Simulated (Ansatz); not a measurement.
MoPdRu2 under changes of volume

One of the cells (14.813 Å³/atom); the others are scaled copies at fixed shape and fractional positions:

```
Pd Ru Mo
1.0
     2.77343    0.00000    0.00000
    -1.38672    2.40186    0.00000
     0.00000    0.00000    8.89466
Pd Ru Mo
1 2 1
Direct
  0.00000 0.00000 0.50000
  0.66667 0.33333 0.75785
  0.66667 0.33333 0.24215
  0.00000 0.00000 0.00000
```

The cell comes from a database or a generator and needn't be the stable form of this composition.

- Program: Ansatz 0.2.0
- Functional: PBEsol
- Potentials or basis: all-electron LAPW, scalar-relativistic
- Cutoff: 267 eV (chosen from the basis error)
- Basis error allowed: 0.001 eV/atom
- k mesh: 11 × 11 × 3
- Occupations: fermi-dirac, width 0.05 eV
- Spin: no spin polarisation

```tsv
volume (Å³/atom)	energy over the lowest point (meV/atom)	pressure (GPa)	largest force (eV/Å)
13.924	3.43	5.1	0.254
14.220	0.00	-1.1	0.134
14.517	7.24	-6.5	0.021
14.813	?	?	?
15.109	49.04	-15.6	0.188
15.405	81.56	-19.4	0.284
15.702	120.66	-22.7	0.375
```

Question: What does the run at 14.813 Å³/atom give?

Answer: Energy over the lowest point 23.94 meV/atom; pressure -11.3 GPa; largest force 0.087 eV/Å.

Worked out: A Birch-Murnaghan fit of order 3 (a polynomial in V^(-2/3)) to the other rows has its minimum at 14.16 Å³/atom with B0 = V·E''(V) = 283 GPa and B' = 4.9 at fixed shape and positions, which overstates the stiffness. It gives 23.98 meV/atom at 14.813 Å³/atom, against the run's 23.94, and -dE/dV = -11.4 GPa, against -11.3.

Energies are extrapolated to zero smearing.
